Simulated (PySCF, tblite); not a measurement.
# C4H10SSi2: geometry, infrared bands and NMR shifts

Aim: predict the infrared bands and NMR shifts of C4H10SSi2 (`CC(=S)/C([SiH3])=C\[SiH3]`).

Programs: tblite 0.8.0 and PySCF 2.14.0, with density-fitted response routines of our own. Each step states its level of theory. These are calculated values for one molecule in the gas phase, unless marked as measured. Atoms are numbered from 0 throughout.

### 1 The molecule as given

17 atoms, charge 0, multiplicity 1; geometry from: force field or distance geometry start.

Bonds of the start (Å): C0–C1 1.47, C1–S2 1.64, C1–C3 1.44, C3–Si4 1.86, C3–C5 1.31, C5–Si6 1.83, C0–H7 1.11, C0–H8 1.12, C0–H9 1.12, Si4–H10 1.47, Si4–H11 1.49, Si4–H12 1.47, C5–H13 1.08, Si6–H14 1.46, Si6–H15 1.49, Si6–H16 1.46.

### 2 Relaxing the molecule with GFN2-xTB

The job: settings as JSON, then the geometry in Å.

```
{"job": {"kind": "relax", "xc": "GFN2-xTB", "basis": "xTB"}, "charge": 0, "multiplicity": 1}
C     -1.196400     1.842800     0.411500
C      0.007400     1.030800     0.206600
S      1.459400     1.784500     0.354400
C     -0.139900    -0.373200    -0.087400
Si    -1.867400    -1.060200    -0.183000
C      0.828600    -1.230900    -0.279500
Si     2.560200    -0.652800    -0.190900
H     -2.142500     1.268600     0.416100
H     -1.288200     2.557300    -0.450000
H     -1.174400     2.474700     1.340600
H     -2.433200    -0.525500    -1.425200
H     -1.847700    -2.545200    -0.242300
H     -2.560100    -0.637000     1.037500
H      0.623500    -2.265400    -0.494600
H      2.892400    -0.146800     1.138700
H      3.402300    -1.869300    -0.359800
H      2.869100     0.359800    -1.202700
```

On the command line:

```
> OMP_NUM_THREADS=1 python probes_run.py task.json out
```

The driver reads the jobs from task.json and runs them one after another.

**Question.** This job is followed by: GFN2-xTB harmonic vibrations, gas phase; GIAO PBE0/pcSseg-1 NMR shielding, non-relativistic, gas phase. What will the session give for the following? strongest single infrared mode (GFN2-xTB); zero-point energy (GFN2-xTB); 13C shifts against TMS (PBE0/pcSseg-1); 1H shifts against TMS (PBE0/pcSseg-1, means over atoms taken as alike); 33S shifts against CS2 (PBE0/pcSseg-1); 29Si shifts against TMS (PBE0/pcSseg-1).

The runs gave:

| quantity | value |
| --- | --- |
| strongest single infrared mode (GFN2-xTB) | 2175 cm⁻¹, 442 km/mol |
| zero-point energy (GFN2-xTB) | 71.6 kcal/mol |
| 13C shifts against TMS (PBE0/pcSseg-1) | 258.5, 176.5, 161.5, 43.2 ppm |
| 1H shifts against TMS (PBE0/pcSseg-1, means over atoms taken as alike) | 7.67, 4.48, 4.34, 3.21 ppm |
| 33S shifts against CS2 (PBE0/pcSseg-1) | 958 ppm |
| 29Si shifts against TMS (PBE0/pcSseg-1) | -67.3, -89.5 ppm |

**Reading.** The optimisation took 177 steps and gained 0.608 eV; among the close pairs (by a distance rule), C5–Si6 changed most, from 1.828 to 1.891 Å. No mode is imaginary among the 45: a minimum at this level. The strongest single mode, at 2175 cm⁻¹, moves mainly H15. GFN2-xTB is a fitted tight-binding method: band positions and strengths are rough. Its intensities can rank the bands wrongly. C1 (thiocarbonyl carbon) lies farthest downfield among carbon, at 258.5 ppm; low-lying n→π* states of the double bond to the heteroatom give a large paramagnetic term (-331 ppm). The most deshielded hydrogen is H13 (hydrogen on an alkene CH), at 7.67 ppm: olefinic region. At PBE0/pcSseg-1: The widest tensor belongs to S2: span 2266 ppm, with a paramagnetic part of -1514 ppm.
